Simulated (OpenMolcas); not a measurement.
**Fe⁴⁺ among point charges: CASSCF and CASPT2 levels and susceptibility**

How does a field of 6 point charges split the states of Fe⁴⁺, and what χT follows?

Method: state-averaged CASSCF and CASPT2, spin-orbit coupling by RASSI with atomic mean-field integrals. Code: OpenMolcas 26.06.

## (1) The atom as given

```
Species                           : Fe⁴⁺ (iron, Z = 26, 22 electrons)
Basis                             : ANO-RCC-VDZP [5s4p2d1f], 34 functions
Scalar Hamiltonian                : DKH2, point nucleus
Inactive shells                   : 1s 2s 2p 3s 3p
Active space                      : 4 electrons in 5 orbitals (3d)
Some configurations of this space : 3d⁴
Orbitals                          : optimised for each spin and parity, averaged over all roots
```

Outer shells as boxes (Hund's rule):

3d4
```
3d [↑ ][↑ ][↑ ][↑ ][  ]
```

The ion sits among 6 point charges of -1 e arranged as a tetragonal octahedron (D4h), 1.73 Å from the ion, with the axial distance 1.626 Å.

Each step is its own input file, run in one work folder so that later steps find the files of earlier ones. Labels, J, g values, rates, χT and fits are worked out afterwards by a script from the matrices that RASSI stores. The input lists half of the charges; inversion (Group=XYZ) makes the rest.

## (2) One- and two-electron integrals

Contents of a.inp:

```
&GATEWAY
Coord
1

Fe 0.0 0.0 0.0
Basis=ANO-RCC-VDZP
Group=XYZ
NoMove
AngMom=0.0 0.0 0.0
AMFI
XField
3 Angstrom 0
1.730000 0.000000 0.000000 -1.000000
0.000000 1.730000 0.000000 -1.000000
0.000000 0.000000 1.626200 -1.000000
&SEWARD
```

On the command line:

```console
OMP_NUM_THREADS=1 MOLCAS_MEM=1689 MOLCAS_PROJECT=a pymolcas a.inp > a.log
```

## (3) Reference wave functions, quintets of even parity, 5 roots

Contents of a.inp:

```
&RASSCF
FileOrb=start.orb
Symmetry=1
Spin=5
nActEl=4 0 0
Inactive=3 6
Ras2=5 0
CIRoot=5 5 1
SDav=5
CIMx=300
Iter=120 100
PrWF=0.3
OrbListing=Nothing
MaxOrb=0
>>> COPY $Project.JobIph JOB001
```

start.orb holds the contracted functions of the basis, ordered by shell, or the orbitals of the step before.

## (4) CASSCF: triplets of even parity, 45 roots

Contents of a.inp:

```
&RASSCF
FileOrb=start.orb
Symmetry=1
Spin=3
nActEl=4 0 0
Inactive=3 6
Ras2=5 0
CIRoot=45 45 1
SDav=45
CIMx=300
Iter=120 100
PrWF=0.3
OrbListing=Nothing
MaxOrb=0
>>> COPY $Project.JobIph JOB002
```

## (5) Reference wave functions, singlets of even parity, 50 roots

Contents of a.inp:

```
&RASSCF
FileOrb=start.orb
Symmetry=1
Spin=1
nActEl=4 0 0
Inactive=3 6
Ras2=5 0
CIRoot=50 50 1
SDav=50
CIMx=300
Iter=120 100
PrWF=0.3
OrbListing=Nothing
MaxOrb=0
>>> COPY $Project.JobIph JOB003
```

## (6) RASSI: spin-orbit coupling between the states

Contents of a.inp:

```
&RASSI
NrOfJobIphs=3 5 45 50
1 2 3 4 5
1 2 3 4 5 6 7 8 9 10 11 12 13 14 15 16 17 18 19 20 21 22 23 24 25 26 27
28 29 30 31 32 33 34 35 36 37 38 39 40 41 42 43 44 45
1 2 3 4 5 6 7 8 9 10 11 12 13 14 15 16 17 18 19 20 21 22 23 24 25 26 27
28 29 30 31 32 33 34 35 36 37 38 39 40 41 42 43 44 45 46 47 48 49 50
IphNames
JOB001
JOB002
JOB003
EJob
SpinOrbit
DIPRint=1.0
SOCoupling=1000.0
Subsets=2
Property=9
'ANGMOM' 1 'ANGMOM' 2 'ANGMOM' 3 'MLTPL  1' 1 'MLTPL  1' 2 'MLTPL  1' 3
'AMFI' 1 'AMFI' 2 'AMFI' 3
SOProperty=3
'ANGMOM' 1 'ANGMOM' 2 'ANGMOM' 3
```

## (7) CASPT2: IPEA 0.25, imaginary shift 0.1 (closed shells correlated: 3s 3p)

Contents of a.inp:

```
>>> COPY JOB001 $Project.JobIph
&CASPT2
Multistate=5 1 2 3 4 5
NoMult
Frozen=2 3
IPEA=0.25
Imaginary=0.1
MaxIter=60
WThr=0.0 0.3 0.05
PrWF=0.5
NoMix
>>> COPY JOB002 $Project.JobIph
&CASPT2
Multistate=45 1 2 3 4 5 6 7 8 9 10 11 12 13 14 15 16 17 18 19 20 21 22
23 24 25 26 27 28 29 30 31 32 33 34 35 36 37 38 39 40 41 42 43 44 45
NoMult
Frozen=2 3
IPEA=0.25
Imaginary=0.1
MaxIter=60
WThr=0.0 0.3 0.05
PrWF=0.5
NoMix
>>> COPY JOB003 $Project.JobIph
&CASPT2
Multistate=50 1 2 3 4 5 6 7 8 9 10 11 12 13 14 15 16 17 18 19 20 21 22
23 24 25 26 27 28 29 30 31 32 33 34 35 36 37 38 39 40 41 42 43 44 45 46
47 48 49 50
NoMult
Frozen=2 3
IPEA=0.25
Imaginary=0.1
MaxIter=60
WThr=0.0 0.3 0.05
PrWF=0.5
NoMix
```

(Steps that only read results are left out.)

Q: Predict the outcome of this session. Wanted: spin-free ground state; first state of the same spin within the active space; lowest level; next level.

As calculated:

| quantity | value |
| --- | --- |
| method | SS-CASPT2, IPEA 0.25, imaginary shift 0.1 (closed shells correlated: 3s 3p) |
| spin-free ground state | 5A1, 1-fold in its orbital part |
| first state of the same spin within the active space | 5B1 at 1580 cm⁻¹ |
| lowest level | 1-fold A1 |
| next level | 24.2 cm⁻¹ |
| χT at 300 K | 2.53 cm³ K/mol |
| effective moment at 300 K | 4.50 μB |

Cost by method:

```csv
method,time of its own steps,time with the reference
A. CASSCF,23 s,23 s
"B. SS-CASPT2, IPEA 0.25, imaginary shift 0.1, +3s 3p",6.8 s,30 s
```

Times are of one thread on a shared host.

What this shows: The spin-free ground state (5A1) comes to 100 % from free-ion D terms and keeps the highest spin of the shell. χT at 300 K is 2.53, against 3.01 cm³ K/mol for the spin alone, so spin-orbit coupling lowers it. An active space of the d shell alone favours high spin; real ions in strong fields can be low spin. The field of point charges can differ much from that of real complexes. With metal d orbitals alone active, the gaps between spin states are rough; where two lie within a few thousand cm-1, their order is open. This is an electrostatic model: the charges have no orbitals.
